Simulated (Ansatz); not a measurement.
# CH2SeSi: single points off equilibrium

The task here is to estimate one member of a computed series from the others.

Program: Ansatz 0.2.0, Gaussian basis. Level of theory: single points in def2-TZVPP. These are calculated values, not measurements.

Correlated methods freeze the cores. Filled d shells of the heavier atoms are correlated.

**Where the work starts**

SMILES `C#[Si][SeH]`, 5 atoms, charge 0, spin multiplicity 1.

Atoms are counted from 1 here; the program's logs count them from 0.

Bond lengths: C1–Si2 1.780 Å, C1–H4 1.065 Å, Si2–Se3 2.243 Å, Se3–H5 1.473 Å. Angles: Si2–C1–H4 122.8°, C1–Si2–Se3 162.4°, Si2–Se3–H5 103.5°.

As a file:

| atom | x (Å) | y (Å) | z (Å) |
| --- | --- | --- | --- |
| C1 | -1.0355 | -1.4272 | 0.5748 |
| Si2 | -0.3326 | 0.0847 | -0.0494 |
| Se3 | 0.7917 | 2.0201 | -0.1951 |
| H4 | -1.5503 | -2.1226 | -0.0456 |
| H5 | 2.1758 | 1.5946 | -0.4635 |

The first run:

File run/in.yaml:

```yaml
crystal:
  periodic: [false, false, false]
  atoms:
    - {symbol: C, position_ang: [-1.035500, -1.427200, 0.574800]}
    - {symbol: Si, position_ang: [-0.332600, 0.084700, -0.049400]}
    - {symbol: Se, position_ang: [0.791700, 2.020100, -0.195100]}
    - {symbol: H, position_ang: [-1.550300, -2.122600, -0.045600]}
    - {symbol: H, position_ang: [2.175800, 1.594600, -0.463500]}
basis:
  gaussian: {orbitals: def2-TZVPP}
correlation: {method: ccsd_t}
output: {forces: true}
```

The command line of these runs was not kept.

Steps of the session up to this table: CCSD(T)/def2-TZVPP; PBE0-D4/def2-TZVPP; wB97M-V/def2-TZVPP; r2SCAN-D4/def2-TZVPP; PBE-D4/def2-TZVPP; wB97X-V/def2-TZVPP; BHLYP-D4/def2-TZVPP.

One of the session's tables, all rows but one given; the rest of the session is left out.

| method | RMS force component (eV/Å) | angle to CCSD(T) forces (°) | dipole (D) |
| --- | --- | --- | --- |
| CCSD(T) | 1.240 | reference | 2.56 |
| PBE0-D4 | 1.476 | 6.1 | 3.11 |
| wB97M-V | 1.567 | 7.9 | 3.26 |
| r2SCAN-D4 | 1.403 | 5.3 | 3.01 |
| PBE-D4 | 1.365 | 7.9 | 2.94 |
| wB97X-V | ? | ? | ? |
| BHLYP-D4 | 1.535 | 10.1 | 3.23 |

Q: Estimate the row for wB97X-V from the others.

The run gave: RMS force component (eV/Å): 1.617; angle to CCSD(T) forces (°): 8.6; dipole (D): 3.34. In the column «RMS force component (eV/Å)» it is the highest.
